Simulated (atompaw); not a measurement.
# Pseudopotential generation for Pd: PAW (atompaw), LDA (PW92)

Task: generate the file, and judge it by its logarithmic derivatives, its ghosts and its cutoff.

Program: atompaw 4.2.0.5. Reference atom: LDA (PW92), scalar-relativistic, spherical and spin-unpolarised. All values are calculated.

## 1. The design

The settings as typed:

```json
{"element": "palladium (Pd, Z = 46)", "type": "PAW", "frozen core": "[Kr]", "valence charge": "10", "reference configuration": "4d10 5s0 5p0", "partial waves": "5s (bound, empty): rc 3.00 bohr; 5s channel at 0.2 Ry: rc 2.60 bohr; 5p (bound, empty): rc 3.00 bohr; 5p channel at 0.85 Ry: rc 3.00 bohr; 4d (bound): rc 3.00 bohr; 4d channel at 0.6 Ry: rc 2.40 bohr; 4f channel at 0.15 Ry: rc 3.00 bohr", "local potential": "ultrasoft scheme with l = 4 at -0.5 Ry, radius 1.95 bohr", "core correction": "smooth core density matched at 2.45 bohr", "augmentation charge": "besselshape compensation charge, radius 2.25 bohr; PAW radius 3.00 bohr; waves and projectors: custom polynom gramschmidtortho"}
```

## 2. Generating the potential

Contents of Pd.input:

```
Pd 46
LDA-PW scalarrelativistic loggrid 1500 logderivrange -2 5 176
5 5 4 0 0 0
5 0 0
5 1 0
0 0 0
c
c
c
c
v
c
c
c
v
c
v
3
3.00 2.25 1.95 2.45
y
0.2
n
y
0.85
n
y
0.6
n
y
0.15
n
custom polynom gramschmidtortho besselshape
4 -0.5 ultrasoft
3.00
2.60
3.00
3.00
3.00
2.40
3.00
PWSCFOUT
UPFDX 0.0125d0 UPFXMIN -7.d0 UPFZMESH 46.d0
END
```

The run is started by

```console
atompaw < Pd.input > Pd.log
```

Before running it: what results should come out? Wanted: cutoffs for 10 and 1 mRy, occupied levels; bound ghosts; largest phase difference near zero energy, channels read; lowest eigenvalue of the overlap; share of valence orbitals outside the PAW sphere; UPF file.

The runs gave:

```
                                                quantity                         value
               cutoffs for 10 and 1 mRy, occupied levels               10 Ry and 18 Ry
                                            bound ghosts  s at -4.88 eV, p at -4.20 eV
largest phase difference near zero energy, channels read                     3.142 rad
         lowest eigenvalue of the overlap (Bessel basis)                     0.225 (s)
        share of valence orbitals outside the PAW sphere      5s 54 %, 5p 88 %, 4d 6 %
                                                UPF file                       written
```

**Reading.** It has a bound ghost (s, p), a state that the atom doesn't have, and that rules the file out. By its cutoff, 10 Ry for the looser tolerance, it is soft on the atom at that tolerance. Near zero energy the largest phase difference among the channels read is 3.14 rad, in the s channel. A step near π is an extra or missing state, not a misfit of shape. The pseudo curves have poles with no partner nearby in the atom's: s at -0.36 Ry, p at -0.31 Ry, f at 1.67 Ry. At positive energy that is a spurious or a displaced resonance. All of this concerns the isolated atom, not yet a solid.
